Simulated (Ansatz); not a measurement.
# CH₉NSi₃: a ladder of functionals and wavefunction methods

One table from this session's results is given with a row withheld; the runs are named, their logs left out.

Computed with Ansatz 0.2.0, Gaussian basis. Level: functionals in def2-TZVPP, the program's frozen cores in correlated methods.

The runs, in order: PBE-D4, r2SCAN-D4, PBE0-D4, B3LYP-D4, ωB97X-V, ωB97M-V, B2PLYP; CCSD(T)/def2-TZVPP; MP2/def2-QZVPP; extrapolation to the limit.

## The geometry

The geometry comes from an earlier relaxation with PBE0-D4 in a triple-zeta def2 set; it is a stationary point, not always the lowest conformer.

SMILES `N[Si@@H]1C[Si@H]1[SiH3]`, 14 atoms, charge 0, spin multiplicity 1.

Atoms are counted from 1 here; the program's logs count them from 0.

Bond lengths: N1–Si2 1.716 Å, N1–H6 1.008 Å, N1–H7 1.009 Å, Si2–C3 1.864 Å, Si2–Si4 2.267 Å, Si2–H8 1.481 Å, C3–Si4 1.936 Å, C3–H9 1.090 Å, C3–H10 1.088 Å, Si4–Si5 2.322 Å, Si4–H11 1.489 Å, Si5–H12 1.489 Å, Si5–H13 1.490 Å, Si5–H14 1.488 Å. Angles: Si2–N1–H6 118.5°, Si2–N1–H7 118.8°, H6–N1–H7 110.3°, N1–Si2–C3 117.0°, N1–Si2–Si4 127.4°, N1–Si2–H8 110.1°, C3–Si2–Si4 54.9°, C3–Si2–H8 117.2°, Si4–Si2–H8 118.8°, Si2–C3–Si4 73.2°, Si2–C3–H9 117.8°, Si2–C3–H10 118.2°, Si4–C3–H9 114.5°, Si4–C3–H10 117.9°, H9–C3–H10 110.8°, Si2–Si4–C3 51.9°, Si2–Si4–Si5 123.9°, Si2–Si4–H11 119.6° and more.

Geometry (Å):

| atom | x (Å) | y (Å) | z (Å) |
| --- | --- | --- | --- |
| N1 | -1.59833 | 2.45942 | 0.39771 |
| Si2 | -0.95643 | 0.88254 | 0.61550 |
| C3 | 0.89687 | 0.73306 | 0.74371 |
| Si4 | 0.36122 | -0.27892 | -0.81741 |
| Si5 | 0.70762 | -2.57112 | -0.68895 |
| H6 | -1.03549 | 3.14557 | -0.08092 |
| H7 | -2.56779 | 2.55838 | 0.13758 |
| H8 | -1.76702 | 0.13623 | 1.60574 |
| H9 | 1.49373 | 1.61826 | 0.52617 |
| H10 | 1.31063 | 0.18529 | 1.58788 |
| H11 | 0.82689 | 0.36556 | -2.07581 |
| H12 | 0.25231 | -3.02992 | 0.65218 |
| H13 | 2.14140 | -2.94386 | -0.84632 |
| H14 | -0.07861 | -3.28959 | -1.72808 |

Set-up of the first run:

in.yaml reads:

```yaml
crystal:
  periodic: [false, false, false]
  atoms:
    - {symbol: N, position_ang: [-1.598334, 2.459422, 0.397711]}
    - {symbol: Si, position_ang: [-0.956434, 0.882538, 0.615504]}
    - {symbol: C, position_ang: [0.896874, 0.733061, 0.743708]}
    - {symbol: Si, position_ang: [0.361221, -0.278925, -0.817407]}
    - {symbol: Si, position_ang: [0.707616, -2.571122, -0.688948]}
    - {symbol: H, position_ang: [-1.035492, 3.145574, -0.080917]}
    - {symbol: H, position_ang: [-2.567785, 2.558382, 0.137579]}
    - {symbol: H, position_ang: [-1.767015, 0.136229, 1.605736]}
    - {symbol: H, position_ang: [1.493726, 1.618256, 0.526171]}
    - {symbol: H, position_ang: [1.310629, 0.185294, 1.587884]}
    - {symbol: H, position_ang: [0.826893, 0.365556, -2.075808]}
    - {symbol: H, position_ang: [0.252306, -3.029924, 0.652184]}
    - {symbol: H, position_ang: [2.141404, -2.943855, -0.846317]}
    - {symbol: H, position_ang: [-0.078609, -3.289586, -1.728082]}
basis:
  gaussian: {orbitals: def2-TZVPP}
hamiltonian: {xc: pbe, dispersion: d4}
output: {forces: true, orbitals: {seedname: orbitals}}
```

Run with:

```bash
> ansatz run in.yaml --threads 4 --pin off --events-out ev --progress --plain --max-ram 10444MiB
```

Steps of the session up to this table: PBE-D4 (GGA); r2SCAN-D4 (meta-GGA); PBE0-D4 (hybrid); B3LYP-D4 (hybrid); ωB97X-V (range-separated); ωB97M-V (range-separated); B2PLYP (double hybrid); CCSD(T) in def2-TZVPP; MP2 in def2-QZVPP.

One table of the session follows, with a row left open; its other results are not shown here.

It belongs to the step «Atomisation energies». 

| method | atomisation energy (kcal/mol) |
| --- | --- |
| PBE-D4 | 1098.4 |
| r2SCAN-D4 | 1093.3 |
| PBE0-D4 | 1088.3 |
| B3LYP-D4 | 1091.7 |
| ωB97X-V | 1101.1 |
| ωB97M-V | 1093.9 |
| B2PLYP | 1075.3 |
| HF/def2-TZVPP | 793.7 |
| MP2/def2-TZVPP | 1061.8 |
| CCSD/def2-TZVPP | 1046.3 |
| CCSD(T)/def2-TZVPP | 1060.5 |
| MP2/CBS | ? |
| CCSD(T)/CBS | 1092.2 |

Q: Estimate the row for MP2/CBS from the others.

The run gave: atomisation energy (kcal/mol): 1093.4. In the column «atomisation energy (kcal/mol)» it lies between r2SCAN-D4 (1093.3) and ωB97M-V (1093.9).

Caveats from the session: Free atoms (1 N, 3 Si, 1 C, 9 H) were run apart at each level; the atomisation energy is their sum less the molecule, without zero-point or spin-orbit terms.
